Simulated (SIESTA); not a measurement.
Crystal: YTiF5.

```
Y Ti F
1.0
    -2.09554    3.47800    4.21556
     2.09554   -3.47800    4.21556
     2.09554    3.47800   -4.21556
Y Ti F
1 1 5
Direct
  0.50000 0.50000 0.00000
  0.00000 0.00000 0.00000
  0.50000 0.00000 0.50000
  0.76085 0.76085 0.00000
  0.23915 0.23915 0.00000
  0.18102 0.50000 0.68102
  0.81898 0.50000 0.31898
```

The cell comes from a database or a generator and needn't be the stable form of this composition.

- Program: SIESTA 5.4.2
- Task: single point
- Functional: PBEsol
- Potentials or basis: PseudoDojo 0.4 standard (PBEsol files)
- Basis: DZP (energy shift 0.003 Ry; two zetas on semicore shells)
- Grid cutoff: 800 Ry
- Energy shift: 0.003 Ry
- k mesh: 8 × 8 × 8
- Occupations: fermi-dirac, width 0.05 eV
- Spin: no spin polarisation

On this cell: pressure -3.2 GPa; largest force 0.763 eV/Å; band gap on the k mesh none (metal or under the smearing width).

The same run follows on a disturbed copy (atoms moved at random, drawn with an rms of 0.05 Å):

```
Y Ti F
1.0
    -2.09554    3.47800    4.21556
     2.09554   -3.47800    4.21556
     2.09554    3.47800   -4.21556
Y Ti F
1 1 5
Direct
  0.48746 0.49663 0.99704
  0.00475 0.01060 0.00940
  0.50511 0.00254 0.49926
  0.76184 0.76283 0.99881
  0.23745 0.23891 0.00072
  0.17559 0.50738 0.69368
  0.81856 0.51564 0.33594
```

Question: What does the disturbed cell give?

Answer: The energy (extrapolated to zero smearing) moves by +4.6 meV/atom; pressure -3.2 GPa; largest force 1.064 eV/Å; band gap on the k mesh none (metal or under the smearing width).

Forces in eV/Å, atoms in the order of the input:
```
Y   -0.360  0.512  0.861
Ti  -0.077 -0.188 -0.827
F    0.408  0.072  0.018
F    0.053 -0.005  0.510
F    0.031  0.027 -0.726
F   -0.031 -0.577  0.110
F   -0.024  0.159  0.053
```

Stress tensor (GPa, compression positive):
```
-2.72 -0.10  0.00
-0.10 -2.94 -0.11
 0.00 -0.11 -3.95
```

Caveats: the basis of atomic orbitals isn't converged, which shifts pressures, moduli and gaps; semilocal functionals often make such compounds metallic where correlation or magnetic order opens a gap, which also shifts bond lengths.
